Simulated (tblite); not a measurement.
# C9H11OP: the cost of one run

Computed with tblite 0.8.0 and PySCF 2.14.0, with density-fitted response routines of our own, on a single molecule in the gas phase. Atoms are numbered from 0 throughout.

### 1 Starting geometry

22 atoms, charge 0, multiplicity 1; geometry from: force field or distance geometry start.

Bonds of the start (Å): C0–C1 1.49, C1–C2 1.31, C2–C3 1.47, C3–C4 1.49, C4–P5 1.90, P5–C6 1.83, C6–C7 1.40, C7–C8 1.38, C8–C9 1.37, C9–O10 1.32, P5–C1 1.86, O10–C6 1.30, C0–H11 1.12, C0–H12 1.15, C0–H13 1.09, C2–H14 1.12, C3–H15 1.12, C3–H16 1.13, C4–H17 1.10, C4–H18 1.11, C7–H19 1.08, C8–H20 1.08, C9–H21 1.09.

### 2 Relaxing the molecule with GFN2-xTB

The job: settings as JSON, then the geometry in Å.

```
{"job": {"kind": "relax", "xc": "GFN2-xTB", "basis": "xTB"}, "charge": 0, "multiplicity": 1}
C     -2.370800    -1.871900    -0.384700
C     -1.735600    -0.539200    -0.221900
C     -2.002100     0.457500     0.592600
C     -1.148800     1.647400     0.488100
C     -0.583600     1.817800    -0.884200
P     -0.270000    -0.018500    -1.240900
C      1.315900    -0.373900    -0.407900
C      2.428300     0.475300    -0.283800
C      3.363200    -0.250300     0.422200
C      2.803800    -1.471800     0.709400
O      1.590000    -1.496200     0.189700
H     -3.087100    -1.878400    -1.251500
H     -3.056600    -2.038700     0.517200
H     -1.648000    -2.690600    -0.426100
H     -2.867200     0.415300     1.299500
H     -1.665600     2.587400     0.795800
H     -0.332200     1.484400     1.254700
H     -1.295400     2.211600    -1.625300
H      0.401200     2.323200    -0.868400
H      2.526800     1.484200    -0.669900
H      4.356200     0.039600     0.737600
H      3.267200    -2.295000     1.256900
```

Command:

```
$ OMP_NUM_THREADS=1 python probes_run.py task.json out
```

This one command runs all jobs of the session in turn.

Q: Estimate the wall time and peak memory of this first job on 1 thread of Arm Neoverse N1, shared host.

About 1.1 s, with a peak of 0.18 GiB.
